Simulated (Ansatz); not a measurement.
# Iron, omega (AlB2-type) under PBEsol: from relaxation to bulk modulus

Aim: take iron in the omega (AlB2-type) structure, relax it, solve it on a dense k-mesh, then scale the cell to 7 volumes from 88 to 112 % of the relaxed one and try a fit of the equation of state. The start is ferromagnetic. The k-meshes are 9×9×13 for the relaxation; 12×12×18 for the dense run; 10×10×15 for the volumes.

Method: DFT PBEsol, plane waves (420 eV) with PAW, scalar-relativistic; PAW files made under PBE, frozen cores solved again for the functional, in Ansatz 0.2.0.

### 1 The starting structure

It takes space group P6/mmm (No. 191, hexagonal). The conventional cell has a = 4.052 Å, b = 4.052 Å, c = 2.484 Å, α = 90.00°, β = 90.00°, γ = 120.00°. Fe (site symmetry 6/mmm) is surrounded by 14 Fe at 2.48 to 2.65 Å. Fe (site symmetry -6m2) has 11 Fe at 2.34 to 2.65 Å as nearest neighbours.

Coordinates:

```cif
data_structure
_symmetry_space_group_name_H-M 'P6/mmm'
_symmetry_Int_Tables_number 191
_cell_length_a 4.0525
_cell_length_b 4.0525
_cell_length_c 2.4842
_cell_angle_alpha 90.000
_cell_angle_beta 90.000
_cell_angle_gamma 120.000
_cell_volume 35.33
loop_
_atom_site_label
_atom_site_type_symbol
_atom_site_symmetry_multiplicity
_atom_site_Wyckoff_symbol
_atom_site_fract_x
_atom_site_fract_y
_atom_site_fract_z
_atom_site_occupancy
Fe1 Fe 1 a 0.00000 0.00000 0.00000 1
Fe2 Fe 2 d 0.33333 0.66667 0.50000 1
```

The atoms start with moments of +2.5 ×3 μB.

### 2 Relaxation of the cell

File input.yaml:

```yaml
crystal:
  lattice:
    - [4.052459318, 0.0, 0.0]
    - [-2.026229659, 3.5095327172, 0.0]
    - [0.0, 0.0, 2.4841575619]
  atoms:
    - { symbol: Fe, position: [0.0, 0.0, 0.0], spin: 2.5 }
    - { symbol: Fe, position: [0.3333333333, 0.6666666667, 0.5], spin: 2.5 }
    - { symbol: Fe, position: [0.6666666667, 0.3333333333, 0.5], spin: 2.5 }
hamiltonian:
  xc: pbesol
  pseudopotentials:
    kind: paw
    azcp:
      Fe: "pseudopotentials/Fe.paw.azcp"
basis:
  ecutwfc: 420
  fft_grid_basis: typed
kpoints:
  mp_grid: { grid: [9, 9, 13], shift: [0, 0, 0] }
magnetization:
  spin_polarized: true
scf:
  occupations: { method: fermi_dirac, width: 0.05 }
relax:
  max_steps: 60
  f_tol: 0.01
  cell: {}
output:
  write_density: true
  write_potential: true
  elf: true
  volumetric_format: npy
```

Run with:

```bash
$ ansatz run input.yaml --threads 2 --pin off --max-ram 5120MiB --backend cpu --events-out ev --progress --plain --runs-dir out
```

After this run come: The energy on a finer k-mesh; Volume × 0.88; Volume × 0.92; Volume × 0.96; Volume × 1.0; Volume × 1.04; Volume × 1.08; Volume × 1.12.

Before running it: what results should come out? Wanted: space group; conventional cell; volume; shortest distance; gap on the mesh; magnetic state; relative to bcc, ferromagnetic.

**Answer**, as computed:

| quantity | value |
| --- | --- |
| space group (spins left aside) | P6/mmm (No. 191) |
| conventional cell | a = 4.100 Å, c = 2.331 Å (c/a = 0.568) |
| volume | 11.312 Å³/atom |
| shortest distance | 2.331 Å |
| gap on the mesh | none (levels filled in part) |
| magnetic state | ferromagnetic, up to 2.47 μB per atom |
| relative to bcc, ferromagnetic | +241 meV/atom |

In words: From the guessed start the volume shrank by 3.9 % in 6 steps. It lies 241 meV/atom above the element's reference form at the same level (bcc, ferromagnetic, from a run of its own), so it is far from stable. The final state is ferromagnetic (largest moment 2.47 μB). Levels at the Fermi energy are filled in part, as in a metal. The symmetry was held, so the structure may be unstable against distortions that break it.
